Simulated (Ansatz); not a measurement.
# TiGa2C6: from a guess to a relaxed structure, part 2 of 2

Where does this trial cell of TiGa2C6 go when cell and atoms are let free?

Ansatz 0.2.0; DFT PBE, scalar-relativistic, plane waves, PAW. Earlier steps stand in the parts before.

### Step 4. Final relaxation

The end of the coarse run is made exact in the group found at a tolerance of 0.06 Å and reduced to its primitive cell.

Contents of input.yaml:

```yaml
crystal:
  lattice:
    - [0.0, 3.9356917208, 3.9356917208]
    - [3.9356917208, 0.0, 3.9356917208]
    - [3.9356917208, 3.9356917208, 0.0]
  atoms:
    - { symbol: Ti, position: [0.0, 0.0, 0.0] }
    - { symbol: Ga, position: [0.25, 0.25, 0.25] }
    - { symbol: Ga, position: [0.75, 0.75, 0.75] }
    - { symbol: C, position: [0.5, 0.0, 0.0] }
    - { symbol: C, position: [0.0, 0.5, 0.5] }
    - { symbol: C, position: [0.0, 0.5, 0.0] }
    - { symbol: C, position: [0.5, 0.0, 0.5] }
    - { symbol: C, position: [0.0, 0.0, 0.5] }
    - { symbol: C, position: [0.5, 0.5, 0.0] }
basis:
  ecutwfc: 420
kpoints:
  mp_grid: { grid: [8, 8, 8] }
hamiltonian:
  xc: pbe
scf:
  occupations: { method: gaussian, width: 0.1 }
output:
  forces: true
  stress: true
  eigenvalues: true
  write_density: true
  write_potential: true
  elf: true
  volumetric_format: npy
relax:
  adjacent_minimum: "off"
  f_tol: 0.01
  max_steps: 80
  cell: { stress_tol: 0.05 }
```

Run with:

```bash
ansatz run input.yaml --threads 1 --pin off --max-ram 2048MiB --backend cpu --events-out ev --progress --plain --runs-dir out
```

Log:

```text
Warning: RAYON_NUM_THREADS=1 ignored (pool sized by the plan → 1); use --threads N
Engine: ansatz 0.2.0, x86_64-unknown-linux-gnu
Pseudopotentials: kind: paw
Pseudopotential: Ti, paw, valence charge 12, recommended cutoff 420 eV (normal), Ti.paw.azcp
Pseudopotential: Ga, paw, valence charge 13, recommended cutoff 420 eV (normal), Ga.paw.azcp
Pseudopotential: C, paw, valence charge 4, recommended cutoff 420 eV (normal), C.paw.azcp
Functional definition: PBE
  parameter kappa = 0.804
  parameter beta = 0.06672455060314922
  exchange = pbe_x(kappa = kappa, mu = beta*pi^2/3)
  correlation = pbe_c(beta = beta)
Crystal: 9 atoms, lattice volume = 121.925 Å³
Basis set: ecut = 420 eV, 2421 PW (Γ), exchange–correlation on 80×80×80 points (8 copies of the dense FFT grid, shifted against one another)
Bands: 40, of which v1, the nominal top of the filled ones, is band 31 counted from 1 (30 counted from 0)
Symmetry: 48 space group operations
Space group: Fm-3m (ITA 225), of the structure as read, at distance tolerance 5.0e-5 Å
k-points: 29 of 512
Non-local potential: Ti, projectors of the file, l = 0: 3, l = 1: 2, l = 2: 3, l = 3: 1
Non-local potential: Ga, projectors of the file, l = 0: 2, l = 1: 2, l = 2: 3, l = 3: 1
Non-local potential: C, projectors of the file, l = 0: 2, l = 1: 2, l = 2: 1
PAW form: soft (Blöchl's): semilocal exchange-correlation on the pseudo side does not see the compensation charge
PAW one-centre angular grid: Ti, 590 points (default); XC on 64 Gauss nodes
PAW one-centre angular grid: Ga, 590 points (default); XC on 64 Gauss nodes
PAW one-centre angular grid: C, 110 points (default); XC on 64 Gauss nodes
Initial density: superposition of atomic densities (neutral atoms: chi_scale 0, normalization atom), corrected by the library's trained network
Initial wavefunctions: pseudopotential atomic-orbital guess
Functional: x = pbe(κ = 0.804, μ = 0.2195149727645171), c = pbe(β = 0.06672455060314922)
SCF iter   1: F=—  HF=-11546.061889 eV  |F-HF|=—  |Δ(HF+E_count)|=         —  Δρ=1.02e-2  dr2=1.74e-1  ethr=1.77e-3  ⟨swp⟩=5.4  Hψ=4730  notcnv=0
preconditioner: auto → LDOS  [metal: Δε(μ)=0.015 eV  Ē_g=9.740 eV  σ=0.100 eV  W_gap=0.08  n_scr=26 (ndim 8)  ℏωp=24.7 eV  f_vac=0.060  D(μ)=5.59/eV (n_scr^D=58)  β→1.0]
SCF iter   2: F=—  HF=-11546.045285 eV  |F-HF|=—  |Δ(HF+E_count)|=   1.66e-2  Δρ=2.23e-3  dr2=3.43e-3  ethr=2.81e-4  ⟨swp⟩=2.0  Hψ=1493  notcnv=0  defer=8
SCF iter   3: F=—  HF=-11546.045990 eV  |F-HF|=—  |Δ(HF+E_count)|=   7.05e-4  Δρ=3.42e-4  dr2=1.67e-4  ethr=5.53e-6  ⟨swp⟩=2.0  Hψ=1625  notcnv=0  defer=8
SCF iter   4: F=—  HF=-11546.046033 eV  |F-HF|=—  |Δ(HF+E_count)|=   4.25e-5  Δρ=2.13e-4  dr2=3.63e-5  ethr=2.69e-7  ⟨swp⟩=2.0  Hψ=1867  notcnv=0  defer=8
SCF iter   5: F=—  HF=-11546.046027 eV  |F-HF|=—  |Δ(HF+E_count)|=   5.43e-6  Δρ=5.40e-5  dr2=2.44e-6  ethr=5.85e-8  ⟨swp⟩=2.0  Hψ=1851  notcnv=0  defer=8
SCF iter   6: F=-11546.046027 eV  HF=-11546.046027 eV  |F-HF|=5.46e-8  |Δ(HF+E_count)|=   8.41e-8  Δρ=1.19e-5  dr2=9.47e-8  ethr=1.61e-10  ⟨swp⟩=10.6  Hψ=8336  notcnv=0
SCF 1 converged in 6 iterations: F = -11546.046027 eV  dr2 = 9.47e-8
relax step   1: F+E_penalty+E_count = -11546.04602738 eV  Δ(F+E_penalty+E_count) = +0.000e0 eV  max|allowed force component| = 5.461e-19 eV/Å  Δτ_max = 0.0000 Å  P = +0.295 GPa  Ω = 121.925 Å³  (6 SCF iters, dr2 threshold 1.00e-7 eV, accepted)
Crystal: 9 atoms, lattice volume = 122.126 Å³
Initial density: handed on by an earlier stage of this run
Initial wavefunctions: those handed on with the density
iter 1 solved again at ethr=1.22e-7 eV; its pass at ethr=3.10e-3 eV (dr2=7.56e-5 eV) is discarded
SCF iter   1: F=—  HF=-11546.045946 eV  |F-HF|=—  |Δ(HF+E_count)|=         —  Δρ=2.13e-4  dr2=7.82e-5  ethr=1.22e-7  ⟨swp⟩=2.0  Hψ=5437  notcnv=0
preconditioner: auto → LDOS  [metal: Δε(μ)=0.029 eV  Ē_g=9.731 eV  σ=0.100 eV  W_gap=0.16  n_scr=26 (ndim 8)  ℏωp=24.7 eV  f_vac=0.056  D(μ)=5.67/eV (n_scr^D=58)  β→1.0]
SCF iter   2: F=—  HF=-11546.045942 eV  |F-HF|=—  |Δ(HF+E_count)|=   3.91e-6  Δρ=4.75e-5  dr2=2.33e-6  ethr=1.22e-7  ⟨swp⟩=2.1  Hψ=1391  notcnv=0
SCF iter   3: F=—  HF=-11546.045942 eV  |F-HF|=—  |Δ(HF+E_count)|=   2.22e-7  Δρ=2.31e-5  dr2=8.25e-7  ethr=3.52e-10  ⟨swp⟩=9.9  Hψ=8277  notcnv=0
SCF iter   4: F=-11546.045942 eV  HF=-11546.045942 eV  |F-HF|=9.49e-8  |Δ(HF+E_count)|=   4.97e-8  Δρ=7.50e-6  dr2=8.47e-8  ethr=3.52e-10  ⟨swp⟩=6.2  Hψ=7581  notcnv=0
SCF 2 converged in 4 iterations: F = -11546.045942 eV  dr2 = 8.47e-8
relax step   2: F+E_penalty+E_count = -11546.04594188 eV  Δ(F+E_penalty+E_count) = +8.550e-5 eV  max|allowed force component| = 2.574e-18 eV/Å  Δτ_max = 0.0000 Å  P = +0.109 GPa  Ω = 122.126 Å³  energy of the carried Pulay correction = -3.393e-4 eV  (4 SCF iters, dr2 threshold 2.18e-7 eV, accepted)
Crystal: 9 atoms, lattice volume = 122.244 Å³
iter 1 solved again at ethr=3.86e-8 eV; its pass at ethr=3.10e-3 eV (dr2=2.39e-5 eV) is discarded
SCF iter   1: F=—  HF=-11546.045780 eV  |F-HF|=—  |Δ(HF+E_count)|=         —  Δρ=1.20e-4  dr2=2.47e-5  ethr=3.86e-8  ⟨swp⟩=2.0  Hψ=5443  notcnv=0
preconditioner: auto → LDOS  [metal: Δε(μ)=0.029 eV  Ē_g=9.727 eV  σ=0.100 eV  W_gap=0.16  n_scr=26 (ndim 8)  ℏωp=24.7 eV  f_vac=0.056  D(μ)=5.67/eV (n_scr^D=58)  β→1.0]
SCF iter   2: F=—  HF=-11546.045783 eV  |F-HF|=—  |Δ(HF+E_count)|=   3.48e-6  Δρ=2.88e-5  dr2=8.17e-7  ethr=3.86e-8  ⟨swp⟩=2.3  Hψ=1482  notcnv=0
SCF iter   3: F=—  HF=-11546.045783 eV  |F-HF|=—  |Δ(HF+E_count)|=   8.85e-8  Δρ=1.69e-5  dr2=3.57e-7  ethr=4.81e-11  ⟨swp⟩=9.7  Hψ=8637  notcnv=0
SCF iter   4: F=—  HF=-11546.045783 eV  |F-HF|=—  |Δ(HF+E_count)|=   6.81e-8  Δρ=6.88e-6  dr2=3.74e-8  ethr=5.76e-10  ⟨swp⟩=2.0  Hψ=1908  notcnv=0
SCF iter   5: F=-11546.045783 eV  HF=-11546.045783 eV  |F-HF|=3.78e-9  |Δ(HF+E_count)|=   2.72e-8  Δρ=1.56e-6  dr2=4.21e-9  ethr=4.81e-11  ⟨swp⟩=7.8  Hψ=6487  notcnv=0
SCF 3 converged in 5 iterations: F = -11546.045783 eV  dr2 = 4.21e-9
relax step   3: F+E_penalty+E_count = -11546.04578334 eV  Δ(F+E_penalty+E_count) = +1.585e-4 eV  max|allowed force component| = 8.031e-18 eV/Å  Δτ_max = 0.0000 Å  P = +0.001 GPa  Ω = 122.244 Å³  energy of the carried Pulay correction = -5.385e-4 eV  (5 SCF iters, dr2 threshold 2.98e-8 eV, accepted)
Initial wavefunctions: pseudopotential atomic-orbital guess (no wavefunctions were taken with the density)
iter 1 solved again at ethr=9.44e-8 eV; its pass at ethr=3.10e-3 eV (dr2=5.85e-5 eV) is discarded
SCF iter   1: F=—  HF=-11546.046411 eV  |F-HF|=—  |Δ(HF+E_count)|=         —  Δρ=1.25e-5  dr2=7.54e-8  ethr=9.44e-8  ⟨swp⟩=3.0  Hψ=7599  notcnv=0
preconditioner: auto → LDOS  [metal: Δε(μ)=0.030 eV  Ē_g=9.727 eV  σ=0.100 eV  W_gap=0.17  n_scr=26 (ndim 8)  ℏωp=24.7 eV  f_vac=0.056  D(μ)=5.67/eV (n_scr^D=58)  β→1.0]
SCF iter   2: F=—  HF=-11546.046421 eV  |F-HF|=—  |Δ(HF+E_count)|=   9.57e-6  Δρ=2.94e-6  dr2=8.48e-9  ethr=1.22e-10  ⟨swp⟩=2.7  Hψ=2097  notcnv=0
SCF iter   3: F=—  HF=-11546.046421 eV  |F-HF|=—  |Δ(HF+E_count)|=   2.44e-9  Δρ=1.72e-6  dr2=1.76e-9  ethr=1.37e-11  ⟨swp⟩=2.0  Hψ=1938  notcnv=0
SCF iter   4: F=—  HF=-11546.046421 eV  |F-HF|=—  |Δ(HF+E_count)|=   1.88e-9  Δρ=3.34e-7  dr2=1.30e-10  ethr=2.84e-12  ⟨swp⟩=2.0  Hψ=1857  notcnv=0
SCF iter   5: F=-11546.046421 eV  HF=-11546.046421 eV  |F-HF|=5.46e-12  |Δ(HF+E_count)|=  5.46e-12  Δρ=1.09e-7  dr2=1.45e-11  ethr=1.00e-12  ⟨swp⟩=6.3  Hψ=5119  notcnv=0
SCF 4 converged in 5 iterations: F = -11546.046421 eV  dr2 = 1.45e-11
relax step   4: F+E_penalty+E_count = -11546.04642088 eV  Δ(F+E_penalty+E_count) = -6.375e-4 eV  max|allowed force component| = 8.063e-18 eV/Å  Δτ_max = 0.0000 Å  P = +0.006 GPa  Ω = 122.244 Å³  stress off target by 6.37e-3 GPa  SCF on the basis re-selected at this cell (its energy is not comparable with the rows above)  (5 SCF iters)
basis re-selected at this cell: Δ(F+E_penalty+E_count) = -6.375e-4 eV, ΔP = +0.006 GPa vs the last step (what re-selecting the basis moved, of the pressure what is left beyond the Pulay correction that the steps carried, after the strain that the cell walked since its last selection, with what the two solves' SCF thresholds leave and, on support functions, any second-order correction that the steps lacked; it is no measure of the basis error at this ecutwfc). This SCF's stress stands 6.37e-3 GPa from its target on what of the cell is left free (relax.cell.stress_tol is 5.00e-2 GPa) and its largest allowed force component is 8.06e-18 eV/Å (relax.f_tol is 1.00e-2 eV/Å): within both
SCF converged after 5 iterations
Free energy (F): -11546.046421 eV
Harris-Foulkes:  -11546.046421 eV  (|F-HF|=5.46e-12)
Internal energy: -11546.018091 eV  (E = F + TS)
E sigma→0 (E₀):  -11546.032256 eV
Entropy (-TS):   -0.028330 eV (-3.148 meV/atom)
Fermi energy:    6.810519 eV
--- Per-component energies (eV) ---
  E_band       = -361.517532
  E_kinetic    = 974.825588
  E_local      = -6229.469022  (includes V_loc(G=0)·N_el)
  E_nonlocal   = 1032.649427
  E_hartree    = 2728.161378
  E_xc         = -507.708295
  E_vxc        = -573.548152  (∫ρ·V_xc dr)
  E_paw        = -5612.619683  (= ΣΔE_a)
  E_vpaw       = -1022.297699  (= ΣTr[D̂ρ^β])
  E_aug_tail   = -0.000251  (compensation charges beyond the density's cutoff)
  E_ewald      = -3931.857234
  E_smearing   = -0.028330  (= −TS)
  E_closure    = 0.000000  (closes the sum)
  Σ components = -11546.046421   (vs F -11546.046421, Δ=0.00e0)
--- Forces (eV/Å), atoms counted from 1 ---
  atom   1  Ti     0.00000000    -0.00000000    -0.00000000
  atom   2  Ga    -0.00000000    -0.00000000    -0.00000000
  atom   3  Ga     0.00000000     0.00000000     0.00000000
  atom   4  C      0.00000000    -0.00000000     0.00000000
  atom   5  C      0.00000000    -0.00000000     0.00000000
  atom   6  C      0.00000000     0.00000000    -0.00000000
  atom   7  C      0.00000000    -0.00000000     0.00000000
  atom   8  C      0.00000000    -0.00000000     0.00000000
  atom   9  C      0.00000000     0.00000000    -0.00000000
  max |Σ_I F_I| component: 5.78e-19 eV/Å
--- Stress (GPa, compression-positive) ---
        0.006367       0.000000       0.000000
        0.000000       0.006367       0.000000
        0.000000       0.000000       0.006367
  P = ⅓ Tr σ = 0.0064 GPa (0.064 kbar)
--- Band table (eV; the first three rows and the last of 29) ---
  k-point 0: bands = ["-51.1669", "-27.3427", "-27.3427", "-27.3427", "-7.8976", "-7.8976", "-7.6580", "-7.6580", "-7.3431", "-7.3431", "-7.3431", "-7.2727", "-7.2727", "-7.2727", "-6.9685", "-3.1305", "-3.1305", "-3.1305", "-2.2221", "-0.2001", "-0.2001", "2.0169", "2.0169", "2.0169", "3.8258", "3.8258", "3.8258", "7.6548", "7.6548", "7.6700", "7.6700", "7.6700", "7.6972", "7.6972", "7.6972", "8.2542", "8.2542", "8.2542", "8.7826", "8.7826"]
  k-point 1: bands = ["-51.1669", "-27.3427", "-27.3427", "-27.3427", "-7.8901", "-7.8901", "-7.6692", "-7.6692", "-7.3408", "-7.3402", "-7.3402", "-7.2752", "-7.2752", "-7.2752", "-6.8894", "-3.6564", "-3.0665", "-3.0665", "-1.6741", "-0.4929", "-0.4929", "1.8675", "2.4027", "2.4027", "3.8607", "3.9179", "3.9179", "7.0332", "7.0332", "7.6648", "7.6648", "7.7059", "7.7281", "7.9947", "8.1518", "8.1518", "8.2966", "8.2966", "8.5593", "8.5593"]
  k-point 2: bands = ["-51.1669", "-27.3428", "-27.3427", "-27.3427", "-7.8682", "-7.8682", "-7.6999", "-7.6999", "-7.3337", "-7.3320", "-7.3320", "-7.2827", "-7.2822", "-7.2822", "-6.6550", "-4.4185", "-2.8774", "-2.8774", "-1.0638", "-1.0638", "-0.8662", "1.4992", "3.2345", "3.2345", "4.0072", "4.1954", "4.1954", "6.3547", "6.3547", "7.1225", "7.6131", "7.6131", "7.8644", "7.8644", "7.8959", "7.9141", "8.1663", "8.1663", "8.6348", "8.6348"]
  k-point 28: bands = ["-51.1669", "-27.3429", "-27.3429", "-27.3428", "-7.8644", "-7.8644", "-7.7381", "-7.7381", "-7.3283", "-7.3244", "-7.3043", "-7.3043", "-7.2890", "-7.2868", "-5.3766", "-5.3766", "-3.6357", "-3.5435", "-1.6463", "-1.6463", "2.7497", "2.8635", "2.8635", "3.0646", "3.7847", "4.3197", "5.6532", "5.6532", "5.9494", "6.0510", "6.2763", "6.7214", "6.7214", "7.6502", "7.7350", "7.8689", "7.8689", "8.2736", "8.7174", "8.7174"]
--- Relaxed structure (3 steps of the walk, 3 accepted, 1 SCFs on fresh bases) ---
  F+E_penalty+E_count = -11546.04642088 eV   max|allowed force component| = 8.063e-18 eV/Å   (the final SCF, on the basis selected at the relaxed cell)
  cell:  # Å, volume = 122.2442 Å³
    - [2.038148813158236e-33, 3.9391222672228308, 3.9391222672228308]
    - [3.9391222672228308, 6.2418307402970984e-34, 3.9391222672228308]
    - [3.9391222672228308, 3.9391222672228308, 1.3884888789640483e-33]
  atoms:
    - { symbol: Ti, position: [8.588577436507439e-36, 1.5539086162558894e-35, -1.868601881214372e-36] }
    - { symbol: Ga, position: [0.25, 0.25, 0.25] }
    - { symbol: Ga, position: [0.7500000000000001, 0.7500000000000001, 0.7500000000000001] }
    - { symbol: C, position: [0.5, 0.0, 0.0] }
    - { symbol: C, position: [0.0, 0.5, 0.5] }
    - { symbol: C, position: [0.0, 0.5, 0.0] }
    - { symbol: C, position: [0.5, 0.0, 0.5] }
    - { symbol: C, position: [9.185748322376342e-35, 9.185748322376342e-35, 0.5] }
    - { symbol: C, position: [0.5, 0.5, 0.0] }
```

Run time: 25 s. Hardware: 1 thread of AMD EPYC 7R13 (Zen 3), shared host; peak memory 0.53 GiB.

Step by step:

```csv
step,energy from step 1 (eV/cell),largest force component (eV/Å),pressure (GPa),volume (Å³)
1,0.0000,0.0000,0.30,121.93
2,0.0001,0.0000,0.11,122.13
3,0.0002,0.0000,0.00,122.24
4,-0.0004,0.0000,0.01,122.24
```

Step 1 is the start. Step 4 repeats the geometry before it on a plane-wave basis chosen anew for that cell, so its energy need not be comparable with the rows above.

Lengths and angles in the start's conventional setting:

|  | before | after | change |
| --- | --- | --- | --- |
| a (Å) | 7.871 | 7.878 | +0.1 % |
| b (Å) | 7.871 | 7.878 | +0.1 % |
| c (Å) | 7.871 | 7.878 | +0.1 % |
| volume (Å³/atom) | 13.55 | 13.58 | +0.3 % |
| shortest distance (Å) | 1.968 | 1.970 | +0.1 % |
| space group (0.01 Å) | Fm-3m | Fm-3m | same |

Forces and stress were held to the start's 48 operations: a distortion of lower symmetry was not tested.

Axes a, b and c in the maps are those of this run's conventional cell (a, b, c = 7.878, 7.878, 7.878 Å).

Density in a lattice plane of the grid's cell (edges 7.88 and 7.88 Å, at 0.250 of the third edge), which holds Ga and C.

Ten even steps from ' ' (0.04 e/Å³) to '@' (52.47 e/Å³):
```
                                                
                                                
                                                
            ..                      ..          
          --@@--                  --@@--        
            ..                      ..          
                                                
                                                
                                                
                                                
                                                
                                                
                                                
            ..                      ..          
          --@@--                  --@@--        
            ..                      ..          
                                                
                                                
                                                
                                                
```
Columns run along the first of these edges and rows up along the second, over one cell in 24 and 20 even steps from the bottom left corner. Atoms in the plane (fractional): Ga at (0.25, 0.25), Ga at (0.75, 0.75), Ga at (0.25, 0.75), Ga at (0.75, 0.25), C at (0.00, 0.25), C at (0.50, 0.75), C at (0.00, 0.75), C at (0.50, 0.25), C at (0.25, 1.00), C at (0.75, 0.50), C at (0.25, 0.50), C at (0.75, 1.00).

ELF in the same plane.

Values, 12 rows by 12 columns:
```
0.31 0.19 0.66 0.84 0.67 0.19 0.31 0.19 0.66 0.84 0.67 0.19
0.77 0.66 0.23 0.18 0.23 0.67 0.77 0.66 0.23 0.18 0.23 0.67
0.04 0.84 0.18 0.42 0.18 0.84 0.03 0.84 0.18 0.42 0.18 0.84
0.77 0.67 0.23 0.18 0.23 0.66 0.77 0.67 0.23 0.18 0.23 0.66
0.31 0.19 0.67 0.84 0.66 0.19 0.31 0.19 0.67 0.84 0.66 0.19
0.08 0.31 0.77 0.04 0.77 0.31 0.08 0.31 0.77 0.03 0.77 0.31
0.31 0.19 0.66 0.84 0.67 0.19 0.31 0.19 0.66 0.84 0.67 0.19
0.77 0.66 0.23 0.18 0.23 0.67 0.77 0.66 0.23 0.18 0.23 0.67
0.03 0.84 0.18 0.42 0.18 0.84 0.04 0.84 0.18 0.42 0.18 0.84
0.77 0.67 0.23 0.18 0.23 0.66 0.77 0.67 0.23 0.18 0.23 0.66
0.31 0.19 0.67 0.84 0.66 0.19 0.31 0.19 0.67 0.84 0.66 0.19
0.08 0.31 0.77 0.03 0.77 0.31 0.08 0.31 0.77 0.04 0.77 0.31
```
Columns run along the first of these edges and rows up along the second, over one cell in 12 and 12 even steps from the bottom left corner. Atoms in the plane (fractional): Ga at (0.25, 0.25), Ga at (0.75, 0.75), Ga at (0.25, 0.75), Ga at (0.75, 0.25), C at (0.00, 0.25), C at (0.50, 0.75), C at (0.00, 0.75), C at (0.50, 0.25), C at (0.25, 1.00), C at (0.75, 0.50), C at (0.25, 0.50), C at (0.75, 1.00).

Both are smooth fields of the valence electrons: close to the nuclei they are not physical.

The highest ELF values outside the cores: 0.86 on the C–Ga line, 0.7 Å from C; 0.86 in the shell around C, 0.6 Å from C; 0.86 beside C, off the lines to its neighbours, 0.7 Å from C.

### Step 5. What came out

The summary covers parts 1 to 2. Changes of volume or cell count from the first structure of part 1.

```
                              quantity                                                                      value
symmetry at the end (tolerance 0.05 Å)                                                space group Fm-3m (No. 225)
                     conventional cell  a = 7.878 Å, b = 7.878 Å, c = 7.878 Å, α = 90.00°, β = 90.00°, γ = 90.00°
                                volume                                                              13.58 Å³/atom
              energy over the elements                                                              +2.82 eV/atom
                       gap on the mesh                                                               none (metal)
```

**Reading.** The space group Fm-3m (No. 225) is kept, and the volume per atom shrinks by 1.9 % from the first guess. With a positive formation energy it can't be a ground state. No finished test with a distortion of lower symmetry is shown, so the end may be a saddle point.
